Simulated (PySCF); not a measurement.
# C5H3FN2O: magnetic properties

Wanted: magnetic properties for C5H3FN2O (`Cc1c(C#N)noc1F`).

Computed with PySCF 2.14.0 and routines of our own; the level stands in each step. Atoms count from 0.

## 1. The starting structure

12 atoms, charge 0, multiplicity 1; geometry from: GFN2-xTB.

## 2. Magnetic properties: GIAO B97-2/pcSseg-1

What the job is given:

```
{"job": {"kind": "mag", "xc": "B97-2", "basis": "pcSseg-1", "isotopologues": 0}, "charge": 0, "multiplicity": 1}
C     -1.191150    -0.985072     0.094833
C     -0.260673     0.169613     0.083051
C      1.136733     0.196147    -0.218113
C      1.925032    -0.917517    -0.575597
N      2.512423    -1.856913    -0.860649
N      1.623760     1.412412    -0.122261
O      0.614208     2.224452     0.233237
C     -0.493635     1.487583     0.352796
F     -1.600266     2.111780     0.698053
H     -0.852823    -1.733389     0.810183
H     -2.190786    -0.656036     0.366247
H     -1.221624    -1.453747    -0.887806
```

Method: GIAO B97-2/pcSseg-1 magnetisability, rotational g tensor and spin-rotation constants, non-relativistic, gas phase.

The run is started by

```bash
OMP_NUM_THREADS=1 python excited_run.py task.json out
```

One launch serves the whole session: the jobs run in the order shown.

Output:

```text
coarse grid: 11592 points
cycle   1  E = -476.4408548555  dE =  1.834e+00  |g| = 7.344e-01  |ddm| = 3.737e+00
cycle   2  E = -476.1928926164  dE =  2.480e-01  |g| = 1.317e+00  |ddm| = 1.655e+00
cycle   3  E = -476.5348895028  dE = -3.420e-01  |g| = 2.596e-01  |ddm| = 1.186e+00
cycle   4  E = -476.5474839979  dE = -1.259e-02  |g| = 9.532e-02  |ddm| = 2.381e-01
cycle   5  E = -476.5493791659  dE = -1.895e-03  |g| = 1.850e-02  |ddm| = 8.263e-02
cycle   6  E = -476.5494312764  dE = -5.211e-05  |g| = 1.055e-02  |ddm| = 2.426e-02
cycle   7  E = -476.5494545179  dE = -2.324e-05  |g| = 2.413e-03  |ddm| = 1.079e-02
cycle   8  E = -476.5494556898  dE = -1.172e-06  |g| = 6.093e-04  |ddm| = 2.042e-03
final grid: 116952 points
cycle   9  E = -476.6057774103  dE = -5.981e-05  |g| = 8.980e-03  |ddm| = 4.267e-02
cycle  10  E = -476.6057610064  dE =  1.640e-05  |g| = 1.365e-02  |ddm| = 1.528e-02
cycle  11  E = -476.6057890467  dE = -2.804e-05  |g| = 1.367e-03  |ddm| = 9.969e-03
cycle  12  E = -476.6057893538  dE = -3.070e-07  |g| = 6.902e-04  |ddm| = 1.423e-03
cycle  13  E = -476.6057894441  dE = -9.029e-08  |g| = 1.841e-04  |ddm| = 6.488e-04
cycle  14  E = -476.6057894507  dE = -6.613e-09  |g| = 7.910e-05  |ddm| = 2.026e-04
cycle  15  E = -476.6057894519  dE = -1.186e-09  |g| = 2.064e-05  |ddm| = 6.564e-05
cycle  16  E = -476.6057894519  dE = -8.811e-11  |g| = 6.761e-06  |ddm| = 2.021e-05
converged SCF energy = -476.6057894519

Magnetisability tensor (1e-30 J/T^2)
     -933.40        1.41      -96.95
        1.41     -926.51       74.77
      -96.95       74.77    -1344.76
isotropic -1068.22   principal values   -1378.35   -927.99   -898.32
isotropic susceptibility -64.330 1e-6 cm^3/mol

Inertial axes            a          b          c
rot. const./GHz      3.3899     1.2861     0.9378
chi total           -54.102    -55.882    -83.006
chi diamagnetic    -447.625   -924.487  -1272.343
chi paramagnetic    393.523    868.606   1189.336
quadrupole/D A      -13.293      5.825      7.468
g nuclear            0.5734     0.4988     0.5166
g electronic        -0.6267    -0.5248    -0.5240
g total             -0.0533    -0.0260    -0.0074

Spin-rotation constants (kHz, H = +C I.J)
atom  isotope        aa         bb         cc
  4    14N        0.189      0.283      0.224
  5    14N        1.126      0.239      0.095
  8    19F        4.047      1.953      0.445
  9     1H       -0.260     -0.112     -0.026
 10     1H       -0.034     -0.087     -0.108
 11     1H       -0.259     -0.112     -0.027
  0    13C*       0.458      0.167      0.104
  1    13C*       1.114      0.451      0.124
  2    13C*       1.765      0.388      0.169
  3    13C*       0.060      0.525      0.402
  6    17O*      -1.568     -0.540     -0.178
  7    13C*       1.567      0.516      0.268
* in the singly substituted isotopologue
```

Run time: 37 s. Hardware: 1 thread of Arm Neoverse N1, shared host; peak memory 0.74 GiB.

From this job:

```csv
quantity,value
magnetisability,-1068·10⁻³⁰ J/T²
molar susceptibility,-64.3·10⁻⁶ cm³/mol
"rotational g (a, b, c)","-0.0533, -0.0260, -0.0074"
```

## 3. Magnetic properties: GIAO PBE/def2-SVP in dimethylsulfoxide

The job, as its differences from that of step 2:

```diff
@@ -1,2 +1,2 @@
-{"job": {"kind": "mag", "xc": "B97-2", "basis": "pcSseg-1", "isotopologues": 0}, "charge": 0, "multiplicity": 1}
+{"job": {"kind": "mag", "xc": "PBE", "basis": "def2-SVP", "solvent": "dimethylsulfoxide"}, "charge": 0, "multiplicity": 1}
 C     -1.191150    -0.985072     0.094833
```

Level: GIAO PBE/def2-SVP magnetisability, non-relativistic, IEF-PCM dimethylsulfoxide.

Output:

```text
coarse grid: 11592 points
cycle   1  E = -475.7544506968  dE =  1.551e+00  |g| = 7.198e-01  |ddm| = 4.738e+00
cycle   2  E = -475.4137016022  dE =  3.407e-01  |g| = 1.438e+00  |ddm| = 2.099e+00
cycle   3  E = -475.8390072215  dE = -4.253e-01  |g| = 3.307e-01  |ddm| = 1.413e+00
cycle   4  E = -475.8604668118  dE = -2.146e-02  |g| = 1.309e-01  |ddm| = 3.252e-01
cycle   5  E = -475.8642010095  dE = -3.734e-03  |g| = 2.678e-02  |ddm| = 1.340e-01
cycle   6  E = -475.8643330234  dE = -1.320e-04  |g| = 1.385e-02  |ddm| = 3.752e-02
cycle   7  E = -475.8643707903  dE = -3.777e-05  |g| = 5.791e-03  |ddm| = 1.902e-02
cycle   8  E = -475.8643780409  dE = -7.251e-06  |g| = 1.373e-03  |ddm| = 6.065e-03
final grid: 116952 points
cycle   9  E = -475.9544043965  dE = -7.925e-06  |g| = 1.685e-02  |ddm| = 4.762e-02
cycle  10  E = -475.9541895232  dE =  2.149e-04  |g| = 3.727e-02  |ddm| = 4.328e-02
cycle  11  E = -475.9544567719  dE = -2.672e-04  |g| = 4.650e-03  |ddm| = 3.201e-02
cycle  12  E = -475.9544615660  dE = -4.794e-06  |g| = 1.025e-03  |ddm| = 4.815e-03
cycle  13  E = -475.9544617577  dE = -1.917e-07  |g| = 4.537e-04  |ddm| = 1.138e-03
cycle  14  E = -475.9544618018  dE = -4.406e-08  |g| = 1.241e-04  |ddm| = 4.344e-04
cycle  15  E = -475.9544618047  dE = -2.883e-09  |g| = 4.307e-05  |ddm| = 1.316e-04
cycle  16  E = -475.9544618050  dE = -3.852e-10  |g| = 1.543e-05  |ddm| = 5.556e-05
converged SCF energy = -475.9544618050

Magnetisability tensor (1e-30 J/T^2)
     -918.11       -1.71      -96.62
       -1.71     -912.79       74.54
      -96.62       74.54    -1325.69
isotropic -1052.19   principal values   -1359.17   -916.66   -880.74
isotropic susceptibility -63.365 1e-6 cm^3/mol

Inertial axes            a          b          c
rot. const./GHz      3.3899     1.2861     0.9378
chi total           -53.047    -55.195    -81.851
chi diamagnetic    -446.220   -924.214  -1272.195
chi paramagnetic    393.173    869.018   1190.344
quadrupole/D A      -14.646      6.394      8.252
```

Run time: 24 s. Hardware: 1 thread of Arm Neoverse N1, shared host; peak memory 0.53 GiB.

In short:

```csv
quantity,value
magnetisability,-1052·10⁻³⁰ J/T²
molar susceptibility,-63.4·10⁻⁶ cm³/mol
```

## 4. Summary of results

```
                                            quantity                      value
       magnetisability (step 2, GIAO B97-2/pcSseg-1)           -1068·10⁻³⁰ J/T²
  molar susceptibility (step 2, GIAO B97-2/pcSseg-1)         -64.3·10⁻⁶ cm³/mol
rotational g (a, b, c) (step 2, GIAO B97-2/pcSseg-1)  -0.0533, -0.0260, -0.0074
```

In words: The values above hold for this geometry and these levels alone. Vibrational averaging and real surroundings are missing from these values.
